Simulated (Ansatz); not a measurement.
# IrC (zincblende type): how the settings move a single-point run

How sensitive is a single-point run of IrC (zincblende type) to its settings? A reference run comes first, then one run with altered input.

Program: Ansatz 0.2.0. Level of theory: reference: DFT, PBE, norm-conserving pseudopotentials, Ansatz's default files, scalar-relativistic. These are calculated values, not measurements.

1 further run of the same task is left out (it didn't finish).

## (1) The structure to begin with

It takes space group F-43m (No. 216, cubic). Conventional cell: a = 3.488 Å, b = 3.488 Å, c = 3.488 Å, α = 90.00°, β = 90.00°, γ = 90.00°. Ir (site symmetry -43m) is surrounded by 4 C at 1.51 Å. C (site symmetry -43m) has 4 Ir at 1.51 Å as nearest neighbours.

Structure file:

```xyz
2
Lattice="0.0000 1.7440 1.7440 1.7440 0.0000 1.7440 1.7440 1.7440 0.0000" Properties=species:S:1:pos:R:3 pbc="T T T"
Ir    0.0000    0.0000    0.0000
C     0.8720    0.8720    0.8720
```

## (2) Baseline

Contents of input.yaml:

```yaml
crystal:
  lattice:
    - [0.0, 1.7439671498, 1.7439671498]
    - [1.7439671498, 0.0, 1.7439671498]
    - [1.7439671498, 1.7439671498, 0.0]
  atoms:
    - { symbol: Ir, position: [0.0, 0.0, 0.0] }
    - { symbol: C, position: [0.25, 0.25, 0.25] }
kpoints:
  mp_grid: { grid: [16, 16, 16] }
scf:
  occupations: { method: fermi_dirac, width: 0.08 }
hamiltonian:
  xc: pbe
  pseudopotentials: { kind: nc }
output:
  forces: true
  stress: true
  eigenvalues: true
```

Launch:

```
> ansatz run input.yaml --threads 1 --pin off --max-ram 2048MiB --backend cpu --events-out ev --progress --plain --runs-dir out
```

## (3) Changed: dispersion d3bjatm, hubbard.sites [{species: Ir, l: d, u_eff: 5.0}], hubbard.double_counting fll

Changes to input.yaml since step 2:

```diff
@@ -15,2 +15,4 @@
   pseudopotentials: { kind: nc }
+  dispersion: d3bjatm
+  hubbard: { sites: [{ species: Ir, l: d, u_eff: 5.0 }], double_counting: fll }
 output:
```

Before running it: what results should come out? Wanted: for each run, ending; energy change; pressure; gap; force.

**Answer**, as computed:

```csv
run,ending,energy change,pressure (GPa),gap (eV),force (eV/Å),cycles,time
reference,converged,0,1390.8,0.00,0.00,7,9.3 s
"1: dispersion d3bjatm, hubbard.sites [{species: Ir, l: d, u_eff: 5.0}], hubbard.double_counting fll",converged,+1.27 eV/atom (U changed: no physical gain or loss) (offset of the dispersion model),1367.3,0.00,0.00,7,12 s
```

Residual by cycle in the longest SCF loop of each run; runs are numbered as in the table. The quantity is the density residual dr2, in eV.

```csv
cycle,reference,run 1
1,9.5,8.48
2,0.263,0.262
3,0.0153,0.0139
4,0.0019,0.00105
5,3.4e-5,3.5e-6
6,1.6e-7,1.2e-7
7,3.5e-9,2.0e-9
```

What this shows: Changing the dispersion term and Hubbard U moves the energy by +1.27 eV/atom, and the pressure goes from 1390.8 to 1367.3 GPa. The U term adds an energy of its own, so the shift says nothing about which run is better. The dispersion term itself accounts for -688.7 meV/atom of it. A changed U is a change of model: its shifts are not errors of convergence. The structure is not at rest: the sound run finds 1391 GPa, so these are no properties of the relaxed crystal. The reference has no spin polarisation; with Ir present, a magnetic state may lie lower.
